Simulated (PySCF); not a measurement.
# DyCl3(NH3): other functionals and bases at one geometry

An exercise on one series of results from a longer session: the logs are not shown, and one member is left open.

Computed with PySCF 2.14.0. Level: several levels, as the steps say, no spin–orbit coupling.

5 further runs of the same task are left out: 2 for a known fault of the program, 3 that didn't finish.

### The system as given

8 atoms, charge 0, spin multiplicity 1.

Bond lengths: Dy1–Cl2 2.498 Å, Dy1–Cl3 2.498 Å, Dy1–Cl4 2.498 Å, Dy1–N5 2.465 Å, N5–H6 1.031 Å, N5–H7 1.031 Å, N5–H8 1.031 Å. Angles: Cl2–Dy1–Cl3 119.1°, Cl2–Dy1–Cl4 119.1°, Cl2–Dy1–N5 95.5°, Cl3–Dy1–Cl4 119.1°, Cl3–Dy1–N5 95.5°, Cl4–Dy1–N5 95.5°, Dy1–N5–H6 112.4°, Dy1–N5–H7 112.4°, Dy1–N5–H8 112.4°, H6–N5–H7 106.4°, H6–N5–H8 106.4°, H7–N5–H8 106.4°.

Geometry (Å):

| atom | x (Å) | y (Å) | z (Å) |
| --- | --- | --- | --- |
| Dy1 | 0.0276 | -0.0276 | 0.0276 |
| Cl2 | 1.1806 | 1.8655 | 1.1806 |
| Cl3 | -1.8655 | -1.1806 | 1.1806 |
| Cl4 | 1.1806 | -1.1806 | -1.8655 |
| N5 | -1.3954 | 1.3954 | -1.3954 |
| H6 | -2.0115 | 2.0115 | -0.8435 |
| H7 | -0.8435 | 2.0115 | -2.0115 |
| H8 | -2.0115 | 0.8435 | -2.0115 |

Formal oxidation states: Dy +3. Each metal's 9 4f electrons lie in its core potential, so multiplicities, spins and levels count the valence alone. An earlier session relaxed this geometry at PBE, Dy lcecp-1-SVP with ECP55, Cl def2-SVP, N def2-SVP, H def2-SVP (singlet, point group C3v).

At PBE on the finer grid: E = -1473.449594 Eh, HOMO -6.98 eV, LUMO -1.78 eV, Mulliken charge on Dy1 +0.62 e, largest force component 0.004 eV/Å. 

Levels to run: HF; B3LYP; BLYP; TPSS. Hardware: 2 threads of Intel Xeon at 2.50GHz (Skylake/Cascade Lake), shared host.

The first run:

The input, run.py (the lines that set the calculation):

```python
mol = gto.M(atom='''
Dy     0.02757    -0.02757     0.02757
Cl     1.18058     1.86547     1.18058
Cl    -1.86547    -1.18058     1.18058
Cl     1.18058    -1.18058    -1.86547
N     -1.39537     1.39537    -1.39537
H     -2.01152     2.01152    -0.84345
H     -0.84345     2.01152    -2.01152
H     -2.01152     0.84345    -2.01152''',
    basis={'Dy': 'lcecp-1-SVP', 'Cl': 'def2-SVP', 'N': 'def2-SVP', 'H': 'def2-SVP'},
    ecp={'Dy': 'lcecp-1-SVP'},
    charge=0, spin=0)
mf = scf.RHF(mol)
mf = mf.density_fit()  # fitting sets: Dy AutoAux, Cl def2-universal-JKFIT, N def2-universal-JKFIT, H def2-universal-JKFIT
mf.conv_tol = 1e-08; mf.max_cycle = 55
mf.kernel(dm0)  # dm0: the density of the relaxed state
```

Command:

```
> OMP_NUM_THREADS=2 python run.py
```

Among the steps run: HF; B3LYP; BLYP; TPSS.

One of the session's tables, all rows but one given; the rest of the session is left out.

```
             level  HOMO (eV)  gap (eV)  charge on Dy1 (e)  dipole (D)  largest force component (eV/Å)
PBE (relaxed here)      -6.98      5.20               0.62        5.52                            0.00
                HF     -11.64     12.74               1.23        5.64                            0.77
             B3LYP      -8.03      6.66               0.72        5.53                            0.22
              BLYP          ?         ?                  ?           ?                               ?
              TPSS      -7.15      5.59               0.77        5.52                            0.07
```

Q: Estimate the row for BLYP from the others.

As computed: HOMO (eV): -6.73; gap (eV): 4.98; charge on Dy1 (e): 0.57; dipole (D): 5.48; largest force component (eV/Å): 0.16. In the column «HOMO (eV)» it is the highest.

In one basis the HOMO–LUMO gap runs from 4.98 eV (BLYP) to 12.74 eV (HF). The largest leftover force, 0.77 eV/Å with HF, stands at a geometry relaxed at another level. With 4f in the core, its levels are missing from HOMO and gap, and its count is fixed, so no charge can pass from the ligands into it. Total energies of different levels can't be compared.
